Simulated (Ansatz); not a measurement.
# ZrTa3Be: the cost of one run

Computed with Ansatz 0.2.0 (DFT PBE, scalar-relativistic, plane waves, PAW, unless a step's input says otherwise).

**1. Starting point**

The structure is tetragonal, space group P4mm (No. 99). Conventional cell: a = 3.973 Å, b = 3.973 Å, c = 4.023 Å, α = 90.00°, β = 90.00°, γ = 90.00°. Around Zr (site symmetry 4mm) lie 12 Ta at 2.78 to 2.87 Å. Ta (site symmetry 4mm) has 1 Be at 1.85 Å in its first shell of neighbours. Ta (site symmetry 2mm) is surrounded by 2 Be at 1.99 Å. Around Be (site symmetry 4mm) lie 5 Ta at 1.85 to 1.99 Å.

Structure file:

```
CELL_PARAMETERS angstrom
3.97273 0.00000 0.00000
0.00000 3.97273 0.00000
0.00000 0.00000 4.02252
ATOMIC_POSITIONS crystal
Zr 0.00000 0.00000 0.00000
Ta 0.50000 0.50000 0.97500
Ta 0.00000 0.50000 0.48500
Ta 0.50000 0.00000 0.48500
Be 0.50000 0.50000 0.51500
```

(A quick probe on a coarse mesh, which set the mesh and smearing, is not shown.)

**3. A loose first relaxation**

Contents of input.yaml:

```yaml
crystal:
  lattice:
    - [3.9727329155, 0.0, 0.0]
    - [0.0, 3.9727329155, 0.0]
    - [0.0, 0.0, 4.022516536]
  atoms:
    - { symbol: Zr, position: [0.0, 0.0, 0.0] }
    - { symbol: Ta, position: [0.5, 0.5, 0.975] }
    - { symbol: Ta, position: [0.0, 0.5, 0.485] }
    - { symbol: Ta, position: [0.5, 0.0, 0.485] }
    - { symbol: Be, position: [0.5, 0.5, 0.515] }
basis:
  ecutwfc: 420
kpoints:
  mp_grid: { grid: [4, 4, 4] }
hamiltonian:
  xc: pbe
scf:
  occupations: { method: gaussian, width: 0.1 }
  lower_state_search: "off"
output:
  forces: true
  stress: true
  eigenvalues: true
relax:
  adjacent_minimum: "off"
  f_tol: 0.04
  max_steps: 70
  cell: { stress_tol: 0.4 }
```

Started as:

```
$ ansatz run input.yaml --threads 1 --pin off --max-ram 2560MiB --backend cpu --events-out ev --progress --plain --runs-dir out
```

Q: Estimate wall time and peak memory on 1 thread of Arm Neoverse V2, shared host.

About 50 s, with a peak of 0.35 GiB.
